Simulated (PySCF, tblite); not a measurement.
**C₄H₈NOP: geometry, infrared bands and NMR shifts**

Wanted: the infrared bands and NMR shifts of C₄H₈NOP (`CC[P@H](=O)CC#N`), by calculation.

The runs use tblite 0.8.0 and PySCF 2.14.0, with density-fitted response routines of our own; the level of theory stands in each step. All values are computed, except where a source is named. Atoms count from 0, in the outputs and in this text.

## 1. The molecule as given

15 atoms, charge 0, multiplicity 1; geometry from: force field or distance geometry start.

Bonds of the start (Å): C0–C1 1.53, C1–P2 1.83, P2–O3 1.50, P2–C4 1.82, C4–C5 1.46, C5–N6 1.16, C0–H7 1.10, C0–H8 1.09, C0–H9 1.09, C1–H10 1.09, C1–H11 1.08, P2–H12 1.42, C4–H13 1.10, C4–H14 1.09.

## 2. Relaxing the molecule with GFN2-xTB

Job settings and geometry (Å):

```
{"job": {"kind": "relax", "xc": "GFN2-xTB", "basis": "xTB"}, "charge": 0, "multiplicity": 1}
C      2.196400     0.507600     0.202600
C      0.747500     0.511700    -0.293200
P     -0.203100    -0.875000     0.419600
O      0.372000    -2.157900    -0.111000
C     -1.833400    -0.638100    -0.357400
C     -2.489900     0.547900     0.177600
N     -2.977400     1.500800     0.624400
H      2.228000     0.584800     1.299300
H      2.701400    -0.417100    -0.085600
H      2.733300     1.355700    -0.213700
H      0.269300     1.447900    -0.004100
H      0.726600     0.429400    -1.374000
H     -0.328100    -0.719700     1.824900
H     -1.703400    -0.554600    -1.451400
H     -2.443700    -1.515300    -0.161900
```

Run with:

```console
OMP_NUM_THREADS=1 python probes_run.py task.json out
```

The driver reads the jobs from task.json and runs them one after another.

**Question.** This job is followed by: GFN2-xTB harmonic vibrations, gas phase; GIAO PBE0/pcSseg-1 NMR shielding, non-relativistic, gas phase. What will the session give for the following? strongest single infrared mode (GFN2-xTB); zero-point energy (GFN2-xTB); 13C shifts against TMS (PBE0/pcSseg-1); 1H shifts against TMS (PBE0/pcSseg-1, means over atoms taken as alike); 31P shifts against H3PO4 (PBE0/pcSseg-1); 17O shifts against H2O (PBE0/pcSseg-1); 15N shifts against NH3 (PBE0/pcSseg-1); surface potential, 1st and 99th percentile.

The runs gave:

| quantity | value |
| --- | --- |
| strongest single infrared mode (GFN2-xTB) | 1288 cm⁻¹, 294 km/mol |
| zero-point energy (GFN2-xTB) | 71.2 kcal/mol |
| 13C shifts against TMS (PBE0/pcSseg-1) | 117.9, 26.1, 20.1, 8.5 ppm |
| 1H shifts against TMS (PBE0/pcSseg-1, means over atoms taken as alike) | 7.16, 2.93, 2.63, 1.93, 1.60, 1.45 ppm |
| 31P shifts against H3PO4 (PBE0/pcSseg-1) | 1.2 ppm |
| 17O shifts against H2O (PBE0/pcSseg-1) | 95.9 ppm |
| 15N shifts against NH3 (PBE0/pcSseg-1) | 307.3 ppm |
| surface potential, 1st and 99th percentile | -1.92 V and 1.64 V |

Relaxing lowered the energy by 0.275 eV in 82 steps; the close pair that moved most is P2–O3, from 1.503 to 1.462 Å. All 39 modes are real, so the xTB geometry is a minimum. The strongest single mode, at 1288 cm⁻¹, moves mainly O3 and P2. GFN2-xTB is a fitted tight-binding method: band positions and strengths are rough. Its intensities can rank the bands wrongly. The most deshielded carbon is C5 (nitrile carbon), at 117.9 ppm: this is the usual window of a C≡N carbon, which has no attached hydrogen. At PBE0/pcSseg-1: The largest span, 506 ppm, is at N6, where the paramagnetic term is -380 ppm.
